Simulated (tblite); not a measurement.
# C6H6ClFO: the cost of one run

The runs use tblite 0.8.0 and PySCF 2.14.0, with density-fitted response routines of our own; the level of theory stands in each step. All values are computed, except where a source is named. Atoms are numbered from 0 throughout.

**1. Starting geometry**

15 atoms, charge 0, multiplicity 1; geometry from: force field or distance geometry start.

Bonds of the start (Å): F0–C1 1.38, C1–C2 1.51, C2–Cl3 1.76, C2–C4 1.29, C4–C5 1.46, C5–C6 1.33, C6–C7 1.49, C7–O8 1.41, O8–C4 1.39, C1–H9 1.11, C1–H10 1.10, C5–H11 1.08, C6–H12 1.09, C7–H13 1.10, C7–H14 1.10.

**2. Geometry optimisation with GFN2-xTB**

The job: settings as JSON, then the geometry in Å.

```
{"job": {"kind": "relax", "xc": "GFN2-xTB", "basis": "xTB"}, "charge": 0, "multiplicity": 1}
F     -3.024000     1.070900     0.914300
C     -2.402700     0.345600    -0.087000
C     -1.277700    -0.401500     0.578000
Cl    -1.758200    -1.516200     1.848800
C     -0.025900    -0.277600     0.280900
C      0.510000     0.602400    -0.753700
C      1.821700     0.415900    -0.723500
C      2.219300    -0.575700     0.308200
O      1.000600    -0.978100     0.895400
H     -3.126300    -0.351000    -0.547700
H     -1.991800     1.093000    -0.779500
H     -0.061900     1.259000    -1.386900
H      2.552300     0.916100    -1.352100
H      2.934700    -0.155200     1.027500
H      2.625600    -1.439700    -0.244600
```

The run is started by

```
OMP_NUM_THREADS=1 python probes_run.py task.json out
```

One launch serves the whole session: the jobs run in the order shown.

Q: Estimate the wall time of this first job on 1 thread of Arm Neoverse N1, shared host.

About 1.1 s.
